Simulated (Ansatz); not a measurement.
**NaAg (rocksalt type): a single-point run**

The task is a single-point run on NaAg (rocksalt type). The structure is shown as the input types it.

Program: Ansatz 0.2.0. Level of theory: DFT, LDA, PAW with Ansatz's default frozen-core files, scalar-relativistic (as first typed). These are calculated values, not measurements.

### Step 1. Starting point

Symmetry: Fm-3m, No. 225, cubic system. Conventional cell: a = 9.672 Å, b = 9.672 Å, c = 9.672 Å, α = 90.00°, β = 90.00°, γ = 90.00°.

Coordinates:

```
CELL_PARAMETERS angstrom
0.00000 4.83617 4.83617
4.83617 0.00000 4.83617
4.83617 4.83617 0.00000
ATOMIC_POSITIONS crystal
Na 0.00000 0.00000 0.00000
Ag 0.50000 0.50000 0.50000
```

### Step 2. The calculation

input.yaml

```yaml
crystal:
  lattice:
    - [0.0, 4.83616501, 4.83616501]
    - [4.83616501, 0.0, 4.83616501]
    - [4.83616501, 4.83616501, 0.0]
  atoms:
    - { symbol: Na, position: [0.0, 0.0, 0.0] }
    - { symbol: Ag, position: [0.5, 0.5, 0.5] }
kpoints:
  mp_grid: { grid: [12, 12, 12] }
  band_path:
    path:
      - [0.0, 0.0, 0.0]
      - [0.5, 0.0, 0.5]
      - [0.625, 0.25, 0.625]
      - [0.375, 0.375, 0.75]
      - [0.0, 0.0, 0.0]
      - [0.5, 0.5, 0.5]
      - [0.5, 0.25, 0.75]
      - [0.5, 0.0, 0.5]
    npoints: 14
scf:
  occupations: { method: fermi_dirac, width: 0.05 }
  max_iter: 50
hamiltonian:
  xc: lda
  pseudopotentials: { kind: paw }
output:
  forces: true
  stress: true
  eigenvalues: true
  populations: true
```

Started as:

```
ansatz run input.yaml --threads 1 --pin off --max-ram 2048MiB --backend cpu --events-out ev --progress --plain --runs-dir out
```

**Question.** How will this run end, and is anything wrong with its input?

The run converged and reported no error. Convergence says nothing about whether the input makes sense.

Lengths in bohr were typed where ångström are read, so every distance is 1.89 times too long and the bonds are broken. The shortest distance in the input is 4.84 Å, between atoms 1 (Na) and 2 (Ag).

Fix: divide the lengths by 1.8897.
